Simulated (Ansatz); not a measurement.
**SnH2− (doublet): the correlation ladder, def2-SVPD**

Aim: climb from Hartree-Fock through coupled cluster and multireference methods for SnH2− (doublet) at one geometry and basis, and see what each rung misses.

Computed with Ansatz 0.2.0, Gaussian basis. Level: def2-SVPD, core rule «outside noble gas», up to 9 orbitals frozen.

To be run: UHF; CCSD(T) on ROHF; CCSD(T) on UHF; BCCD(T) on ROHF; CISD; CCSDT(Q) on ROHF; CCSDT(Q) on UHF; CASSCF and MRCISD+Q, 7 electrons in 6 orbitals; CASSCF and NEVPT4(SD), 7 electrons in 6 orbitals; CASSCF and NEVPT2, 7 electrons in 6 orbitals.

12 further runs of the same task are left out: 3 that didn't finish, 9 set aside as unsound or not needed.

## Step 1: The system

The geometry is a PBE0/def2-TZVPD stationary point (not a proven minimum). No spin-orbit coupling is included. Elements past krypton take def2 core potentials.

3 atoms, charge -1, spin multiplicity 2.

Atoms are counted from 1 here; the program's logs count them from 0.

Bond lengths: Sn1–H2 1.804 Å, Sn1–H3 1.804 Å. Angles: H2–Sn1–H3 91.1°.

## Step 2: UHF

in.yaml reads:

```yaml
crystal:
  periodic: [false, false, false]
  atoms:
    - {symbol: Sn, position_ang: [0.000000, -0.021089, 0.000000]}
    - {symbol: H, position_ang: [0.000000, 1.241896, -1.288086]}
    - {symbol: H, position_ang: [0.000000, 1.241874, 1.288107]}
basis:
  gaussian: {orbitals: def2-SVPD}
total_charge: -1
magnetization: {spin_polarized: true, initial_magnetization: 1}
hamiltonian: {xc: hf}
output: {orbitals: {seedname: orbitals}}
```

Command:

```bash
$ ansatz run in.yaml --threads 1 --pin off --events-out ev --progress --plain --max-ram 2393MiB
```

Further steps of the session: CCSD(T) on ROHF; CCSD(T) on UHF; BCCD(T) on ROHF; CISD; CCSDT(Q) on ROHF; CCSDT(Q) on UHF; CASSCF and MRCISD+Q, 7 electrons in 6 orbitals; CASSCF and NEVPT4(SD), 7 electrons in 6 orbitals; CASSCF and NEVPT2, 7 electrons in 6 orbitals.

Q: Predict the results of all the runs planned. Wanted: UCCSDT(Q) below the RHF energy; RMP2 from UCCSDT(Q); UMP2 from UCCSDT(Q); RCCSD from UCCSDT(Q); RCCSD(T) from UCCSDT(Q); UCCSD(T) from UCCSDT(Q); RCCSDT(Q) from UCCSDT(Q); NEVPT2 valence from UCCSDT(Q); NEVPT4(SD) valence from UCCSDT(Q).

**Answer**, as computed:

| quantity | value |
| --- | --- |
| UCCSDT(Q) below the RHF energy | -3.3007 eV |
| RMP2 from UCCSDT(Q) | +18.01 kcal/mol |
| UMP2 from UCCSDT(Q) | +18.20 kcal/mol |
| RCCSD from UCCSDT(Q) | +2.61 kcal/mol |
| RCCSD(T) from UCCSDT(Q) | +0.65 kcal/mol |
| UCCSD(T) from UCCSDT(Q) | +0.55 kcal/mol |
| RCCSDT(Q) from UCCSDT(Q) | +0.10 kcal/mol |
| NEVPT2 valence from UCCSDT(Q) | +16.93 kcal/mol |
| NEVPT4(SD) valence from UCCSDT(Q) | +2.53 kcal/mol |
| MRCISD+Q valence from UCCSDT(Q) | +0.03 kcal/mol |
| levels within 1 kcal/mol (43 meV) | RCCSD(T), UCCSD(T), BCCD(T), RCCSDT, UCCSDT, RCCSDT(Q), MRCISD+Q valence |
| T1 diagnostic | 0.021 |
| effectively unpaired electrons | 1.02 |

**Reading.** RCCSD(T) misses by +0.65 kcal/mol, 0.9 % of the correlation energy. One determinant dominates. Of the multireference levels listed MRCISD+Q valence comes nearest in total energy (+0.03 kcal/mol), which doesn't show that its space is the better one. These misses are within one basis, not against nature; the frozen cores of restricted and unrestricted runs differ, which can shift their rows.
